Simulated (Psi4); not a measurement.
**HF/3-21G run of SnNH4Cl (SMILES [NH2][SnH2][Cl])**

Aim: the energy change on altering one bond length of SnNH4Cl at HF/3-21G, from 2 runs. Input form: a Python script.

The calculation is run with Psi4 1.11.

2 further runs of the same task are left out: 2 set aside as unsound or not needed.

### Step 1. Starting point

SnNH4Cl: 7 atoms, total charge 0, spin state singlet. SMILES: `[NH2][SnH2][Cl]`. Geometry: relaxed at PBE0-D4/def2-TZVP. This is one conformer, not always the lowest.

Bond lengths: N1–Sn2 2.002 Å, Sn2–Cl3 2.335 Å, N1–H4 1.009 Å, N1–H5 1.009 Å, Sn2–H6 1.700 Å, Sn2–H7 1.700 Å. Angles: N1–Sn2–Cl3 106.6°, N1–Sn2–H6 110.9°, N1–Sn2–H7 110.9°, Cl3–Sn2–H6 105.3°, Cl3–Sn2–H7 105.3°, Sn2–N1–H4 116.4°, Sn2–N1–H5 116.4°, H6–Sn2–H7 117.0°, H4–N1–H5 109.9°.

### Step 2. Energy and gradient at HF/3-21G

clh4nsn.xyz reads:

```xyz
7
ClH4NSn
N     -0.972800    -0.020100    -0.835200
Sn     0.562300     0.041400     0.449100
Cl     0.846400    -2.133500     1.251000
H     -1.803500     0.485500    -0.566500
H     -0.756400     0.165200    -1.803000
H      0.172800     0.976800     1.814600
H      2.012400     0.416800    -0.355700
```

clh4nsn.py reads:

```python
import psi4

psi4.set_memory(2200000000)
psi4.set_num_threads(1)
psi4.set_output_file('run.log', False)

with open('clh4nsn.xyz') as f:
    atoms = ''.join(f.readlines()[2:])
geom = psi4.geometry('0 1\n' + atoms + 'symmetry c1\nno_reorient\nno_com')

psi4.set_options(dict(basis='3-21G', reference='rhf', puream=True, e_convergence=1e-09, d_convergence=1e-08, scf_type='pk'))

energy_value, wavefunction = psi4.gradient("scf", molecule=geom, return_wfn=True)
psi4.oeprop(wavefunction, "DIPOLE", "QUADRUPOLE", "LOWDIN_CHARGES")
print('gradient / Eh bohr^-1')
print(energy_value.np.round(6))
print(f'energy = {wavefunction.energy():.10f} Eh')
```

Command:

```sh
$ python clh4nsn.py
```

run.log:

```text
[...]
  Running in c1 symmetry.
[...]
  Nuclear repulsion =  375.348235116192427
[...]
  Multiplicity = 1
[...]
  Nalpha       = 39
  Nbeta        = 39
[...]
    Number of basis functions: 61
[...]
   @RHF iter   1: -6509.86722865305637   -3.44866e+00   9.35098e-03 DIIS/ADIIS
[...]
   @RHF iter  11: -6510.08787965116699    2.72848e-12   2.45530e-09 DIIS
[...]
    Orbital Energies [Eh]
    ---------------------
    Doubly Occupied:
       1A   -1034.927406     2A   -156.270864     3A   -145.416729
       4A   -145.416292     5A   -145.416288     6A   -104.067812
       7A    -31.579122     8A    -26.955334     9A    -26.953642
      10A    -26.953294    11A    -19.121994    12A    -19.121119
      13A    -19.121014    14A    -19.119834    15A    -19.119490
      16A    -15.467535    17A    -10.461379    18A     -7.924543
      19A     -7.921254    20A     -7.921224    21A     -5.592313
      22A     -3.978963    23A     -3.975276    24A     -3.973328
      25A     -1.468611    26A     -1.464607    27A     -1.462574
      28A     -1.457252    29A     -1.456649    30A     -1.120068
      31A     -1.055179    32A     -0.672472    33A     -0.650500
      34A     -0.524875    35A     -0.495952    36A     -0.477509
[...]
  @RHF Final Energy: -6510.08787965116699
   => Energetics <=
    Nuclear Repulsion Energy =            375.3482351161924271
    One-Electron Energy =               -9730.1751163853077742
    Two-Electron Energy =                2844.7390016179474515
    Total Energy =                      -6510.0878796511678956
[...]
  -Total Gradient:
     Atom            X                  Y                   Z
    ------   -----------------  -----------------  -----------------
       1       -0.008273081976    -0.024095204986    -0.000794297032
       2        0.011561662222    -0.010011455622     0.012367621311
       3       -0.005204537352     0.027337950783    -0.011459844574
       4        0.003447675778     0.008294318628     0.002233902978
       5        0.004828830979     0.007866769686     0.000632537634
       6        0.000730960633    -0.005892528034    -0.006119372527
       7       -0.007091510838    -0.003499850384     0.003139452212
[...]
 Multipole Moments:
 ------------------------------------------------------------------------------------
     Multipole            Electronic (a.u.)      Nuclear  (a.u.)        Total (a.u.)
 ------------------------------------------------------------------------------------
 L = 1.  Multiply by 2.5417464519 to convert [e a0] to [Debye]
 Dipole X            :        -66.9698374           66.7441819           -0.2256556
 Dipole Y            :         63.0309844          -61.0304060            2.0005784
 Dipole Z            :        -70.5620969           69.8537262           -0.7083706
 Magnitude           :                                                    2.1342501
 L = 2.  Multiply by 1.3450342976 to convert [e a0^2] to [Debye ang]
 Quadrupole XX       :       -187.2868318          151.8291439          -35.4576878
 Quadrupole XY       :        105.7716946         -104.9559808            0.8157137
[...]
```

On the terminal:

```text
gradient / Eh bohr^-1
[[-0.008273 -0.024095 -0.000794]
 [ 0.011562 -0.010011  0.012368]
 [-0.005205  0.027338 -0.01146 ]
 [ 0.003448  0.008294  0.002234]
 [ 0.004829  0.007867  0.000633]
 [ 0.000731 -0.005893 -0.006119]
 [-0.007092 -0.0035    0.003139]]
energy = -6510.0878796512 Eh
```

Run time: 1.8 s. Hardware: 1 thread of AMD EPYC 9R45 (Zen 5), shared host; peak memory 0.21 GiB.

### Step 3. The distorted shape, same level

job.py reads:

```python
import psi4

psi4.set_memory('2200 MB')
psi4.set_num_threads(1)
psi4.set_output_file('psi4.out', False)

mol = psi4.geometry("""
0 1
N     -0.723573    -0.171790    -0.915816
Sn     0.811527    -0.110290     0.368484
Cl     1.095627    -2.285190     1.170384
H     -1.803500     0.485500    -0.566500
H     -0.507173     0.013510    -1.883616
H      0.422027     0.825110     1.733984
H      2.261627     0.265110    -0.436316
symmetry c1
no_reorient
no_com
""")

psi4.set_options({
    'puream': True,
    'e_convergence': 1e-09,
    'd_convergence': 1e-08,
    'scf_type': 'pk',
})

e_tot, wfn = psi4.gradient('scf/3-21G', molecule=mol, return_wfn=True)
psi4.oeprop(wfn, 'MULLIKEN_CHARGES', 'WIBERG_LOWDIN_INDICES', 'MAYER_INDICES', title='SCF')
print('gradient / Eh bohr^-1')
print(e_tot.np.round(6))
print(f'energy = {wfn.energy():.10f} Eh')
for k, v in sorted(psi4.core.scalar_variables().items()):
    print(f'{k:45s} {v:18.10f}')
```

Command:

```sh
$ python job.py
```

psi4.out (excerpt; [...] marks lines left out):

```text
[...]
  Running in c1 symmetry.
[...]
  Nuclear repulsion =  373.521310426034233
[...]
  Multiplicity = 1
[...]
  Nalpha       = 39
  Nbeta        = 39
[...]
    Number of basis functions: 61
[...]
   @RHF iter   1: -6509.80812969478393   -3.60104e+00   9.38944e-03 ADIIS/DIIS
[...]
   @RHF iter  11: -6510.04188782314486   -9.09495e-13   5.56474e-09 DIIS
[...]
  @RHF Final Energy: -6510.04188782314486
   => Energetics <=
    Nuclear Repulsion Energy =            373.5213104260342334
    One-Electron Energy =               -9726.5674180250389327
    Two-Electron Energy =                2843.0042197758589282
    Total Energy =                      -6510.0418878231448616
[...]
 Multipole Moments:
 ------------------------------------------------------------------------------------
     Multipole            Electronic (a.u.)      Nuclear  (a.u.)        Total (a.u.)
 ------------------------------------------------------------------------------------
 L = 1.  Multiply by 2.5417464519 to convert [e a0] to [Debye]
 Dipole X            :       -103.2134800          103.0089314           -0.2045486
 Dipole Y            :         85.0936935          -83.1026528            1.9910407
 Dipole Z            :        -58.8319657           58.1233798           -0.7085859
 Magnitude           :                                                    2.1232468
[...]
  -Total Gradient:
     Atom            X                  Y                   Z
    ------   -----------------  -----------------  -----------------
       1        0.084986307527    -0.066624122150    -0.032653578676
       2        0.012731730412    -0.013691720462     0.008047577996
       3       -0.005030947859     0.027261138175    -0.011071670621
       4       -0.097436528706     0.060983242311     0.035826408626
       5        0.011822993753     0.000984916668     0.002556777857
       6        0.000196614280    -0.005576926897    -0.006204165093
       7       -0.007270169116    -0.003336527722     0.003498649990
[...]
  Mulliken Charges: (a.u.)
   Center  Symbol    Alpha    Beta     Spin     Total
       1     N     3.97520  3.97520  0.00000 -0.95039
       2    SN    24.28318 24.28318  0.00000  1.43364
[...]
```

Standard output:

```text
gradient / Eh bohr^-1
[[ 0.084986 -0.066624 -0.032654]
 [ 0.012732 -0.013692  0.008048]
 [-0.005031  0.027261 -0.011072]
 [-0.097437  0.060983  0.035826]
 [ 0.011823  0.000985  0.002557]
 [ 0.000197 -0.005577 -0.006204]
 [-0.00727  -0.003337  0.003499]]
energy = -6510.0418878231 Eh
CURRENT ENERGY                                  -6510.0418878231
CURRENT REFERENCE ENERGY                        -6510.0418878231
DD SOLVATION ENERGY                                 0.0000000000
HF KINETIC ENERGY                                6522.6907274505
HF POTENTIAL ENERGY                            -13032.7326152737
HF TOTAL ENERGY                                 -6510.0418878231
HF VIRIAL RATIO                                     1.9980607942
NUCLEAR REPULSION ENERGY                          373.5213104260
ONE-ELECTRON ENERGY                             -9726.5674180250
PCM POLARIZATION ENERGY                             0.0000000000
PE ENERGY                                           0.0000000000
SCF ITERATION ENERGY                            -6510.0418878231
SCF ITERATIONS                                     11.0000000000
SCF TOTAL ENERGY                                -6510.0418878231
TWO-ELECTRON ENERGY                              2843.0042197759
```

It took 1.8 s on 1 thread of AMD EPYC 9R45 (Zen 5), shared host; peak memory 0.21 GiB.

### Step 4. Outcome

Level: HF/3-21G.

| quantity | value |
| --- | --- |
| first shape: total energy | -6510.08788 Eh |
| first shape: dipole moment | 5.42 D |
| first shape: HOMO energy | -10.90 eV |
| first shape: LUMO energy | 2.77 eV |
| first shape: HOMO–LUMO gap | 13.67 eV |
| first shape: largest force on an atom | 1.548 eV/Å |
| distorted shape: total energy | -6510.04189 Eh |
| distorted shape: dipole moment | 5.40 D |
| distorted shape: HOMO energy | -10.84 eV |
| distorted shape: LUMO energy | 2.81 eV |
| distorted shape: HOMO–LUMO gap | 13.65 eV |
| distorted shape: largest force on an atom | 6.191 eV/Å |
| energy change with the N1–H4 bond stretched from 1.009 to 1.312 Å | 1.252 eV |

In words: With the N1–H4 bond stretched from 1.009 to 1.312 Å the energy rises by 1.25 eV (121 kJ/mol). The first shape isn't relaxed at this level, so the change isn't measured from a minimum. The largest force (first shape) is 1.55 eV/Å: the shape isn't a stationary point for this species at this level. Relativity is left out (first shape) although the molecule holds a heavy atom. Relativity is left out (distorted shape) although the molecule holds a heavy atom.
